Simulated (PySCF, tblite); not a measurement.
# 4,6-dimethyl-1,2,3-triazine (C5H7N3): geometry, infrared bands and NMR shifts

What infrared bands and NMR shifts should 4,6-dimethyl-1,2,3-triazine (C5H7N3) (`Cc1cc(C)nnn1`) show?

The runs use tblite 0.8.0 and PySCF 2.14.0, with density-fitted response routines of our own; the level of theory stands in each step. All values are computed, except where a source is named. Atoms count from 0, in the outputs and in this text.

## 1. The starting structure

15 atoms, charge 0, multiplicity 1; geometry from: force field or distance geometry start.

Bonds of the start (Å): C0–C1 1.49, C1–C2 1.39, C2–C3 1.37, C3–C4 1.50, C3–N5 1.34, N5–N6 1.31, N6–N7 1.31, N7–C1 1.35, C0–H8 1.10, C0–H9 1.10, C0–H10 1.10, C2–H11 1.08, C4–H12 1.09, C4–H13 1.09, C4–H14 1.09.

## 2. Relaxing the molecule with GFN2-xTB

Job settings and geometry (Å):

```
{"job": {"kind": "relax", "xc": "GFN2-xTB", "basis": "xTB"}, "charge": 0, "multiplicity": 1}
C     -2.503800    -0.142900     0.206300
C     -1.128000     0.403900     0.062600
C     -0.033800    -0.447500     0.023500
C      1.176000     0.177900    -0.112600
C      2.436200    -0.634700    -0.165100
N      1.287500     1.510500    -0.172000
N      0.216300     2.258800    -0.117000
N     -0.976000     1.742400     0.009500
H     -2.602700    -0.717000     1.135500
H     -3.250600     0.670700     0.237100
H     -2.754300    -0.789600    -0.643700
H     -0.149700    -1.522000     0.075000
H      3.306500     0.020100    -0.260300
H      2.561400    -1.228900     0.735500
H      2.410300    -1.293500    -1.036300
```

The run is started by

```
$ OMP_NUM_THREADS=1 python probes_run.py task.json out
```

This one command runs all jobs of the session in turn.

**Question.** This job is followed by: GFN2-xTB harmonic vibrations, gas phase; GIAO PBE0/pcSseg-1 NMR shielding, non-relativistic, gas phase. Predict these results of the whole session: strongest single infrared mode (GFN2-xTB); zero-point energy (GFN2-xTB); 13C shifts against TMS (PBE0/pcSseg-1, means over atoms taken as alike); 1H shifts against TMS (PBE0/pcSseg-1, means over atoms taken as alike); 15N shifts against NH3 (PBE0/pcSseg-1, means over atoms taken as alike).

**Answer**, as computed:

```
                                                               quantity                   value
                              strongest single infrared mode (GFN2-xTB)   1525 cm⁻¹, 262 km/mol
                                           zero-point energy (GFN2-xTB)           72.3 kcal/mol
13C shifts against TMS (PBE0/pcSseg-1, means over atoms taken as alike)  161.1, 122.4, 24.3 ppm
 1H shifts against TMS (PBE0/pcSseg-1, means over atoms taken as alike)          7.12, 2.87 ppm
15N shifts against NH3 (PBE0/pcSseg-1, means over atoms taken as alike)        539.2, 427.0 ppm
```

In words: The optimisation took 21 steps and gained 0.086 eV; among the close pairs (by a distance rule), C2–C3 changed most, from 1.369 to 1.392 Å. All 39 modes are real, so the xTB geometry is a minimum. The strongest single mode, at 1525 cm⁻¹, has its largest shares on C2, C1 and C3 (the list is cut at 3 atoms). Unscaled tight-binding wavenumbers are off by several per cent, some by more. Its intensities can rank the bands wrongly. At PBE0/pcSseg-1: The widest tensor belongs to N6: span 961 ppm, with a paramagnetic part of -584 ppm. NICS(1)zz of -27 ppm above the planar ring from C1 marks a diatropic (aromatic) ring current.
